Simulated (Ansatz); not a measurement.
# SiH4S3: a ladder of functionals and wavefunction methods

An exercise on one series of results from a longer session: the logs are not shown, and one member is left open.

Computed with Ansatz 0.2.0, Gaussian basis. Level: functionals in def2-TZVPP, the program's frozen cores in correlated methods.

Levels to be run: PBE-D4, r2SCAN-D4, PBE0-D4, B3LYP-D4, ωB97X-V, ωB97M-V, B2PLYP; CCSD(T)/def2-TZVPP; CCSD(T)/def2-QZVPP; extrapolation to the limit.

## The geometry

The geometry comes from an earlier relaxation with PBE0-D4 in a triple-zeta def2 set; it is a stationary point, not always the lowest conformer.

8 atoms, charge 0, spin multiplicity 1.

Atoms are counted from 1 here; the program's logs count them from 0.

Bond lengths: S1–Si2 2.128 Å, S1–H5 1.346 Å, Si2–S3 2.125 Å, Si2–S4 2.131 Å, Si2–H6 1.481 Å, S3–H7 1.345 Å, S4–H8 1.345 Å. Angles: Si2–S1–H5 94.2°, S1–Si2–S3 108.1°, S1–Si2–S4 105.9°, S1–Si2–H6 113.6°, S3–Si2–S4 115.2°, S3–Si2–H6 103.9°, S4–Si2–H6 110.4°, Si2–S3–H7 94.0°, Si2–S4–H8 94.0°.

The first run:

Input file in.yaml:

```yaml
crystal:
  periodic: [false, false, false]
  atoms:
    - {symbol: S, position_ang: [-0.802310, 1.509696, 1.225446]}
    - {symbol: Si, position_ang: [-0.286185, -0.251218, 0.148821]}
    - {symbol: S, position_ang: [1.166538, -1.313485, 1.278881]}
    - {symbol: S, position_ang: [0.363258, 0.408533, -1.770425]}
    - {symbol: H, position_ang: [-1.523820, 2.033881, 0.217909]}
    - {symbol: H, position_ang: [-1.405171, -1.212487, 0.014051]}
    - {symbol: H, position_ang: [2.091666, -0.343129, 1.176034]}
    - {symbol: H, position_ang: [0.396034, -0.831793, -2.290707]}
basis:
  gaussian: {orbitals: def2-TZVPP}
hamiltonian: {xc: pbe, dispersion: d4}
output: {forces: true, orbitals: {seedname: orbitals}}
```

Started as:

```bash
> ansatz run in.yaml --threads 2 --pin off --events-out ev --progress --plain --max-ram 20480MiB --backend cpu
```

Steps of the session up to this table: PBE-D4 (GGA); r2SCAN-D4 (meta-GGA); PBE0-D4 (hybrid); B3LYP-D4 (hybrid); ωB97X-V (range-separated); ωB97M-V (range-separated); B2PLYP (double hybrid); CCSD(T) in def2-TZVPP; CCSD(T) in def2-QZVPP.

One of the session's tables, all rows but one given; the rest of the session is left out.

```
            method  atomisation energy (kJ/mol)
            PBE-D4                       2429.3
         r2SCAN-D4                       2423.0
           PBE0-D4                       2400.5
          B3LYP-D4                       2385.2
           ωB97X-V                       2435.2
           ωB97M-V                       2432.8
            B2PLYP                       2347.5
     HF/def2-TZVPP                       1692.2
    MP2/def2-TZVPP                       2348.6
   CCSD/def2-TZVPP                            ?
CCSD(T)/def2-TZVPP                       2322.6
           MP2/CBS                       2438.7
       CCSD(T)/CBS                       2417.9
```

Estimate the missing values for CCSD/def2-TZVPP.

The run gave: atomisation energy (kJ/mol): 2277.7. In the column «atomisation energy (kJ/mol)» it lies between HF/def2-TZVPP (1692.2) and CCSD(T)/def2-TZVPP (2322.6).
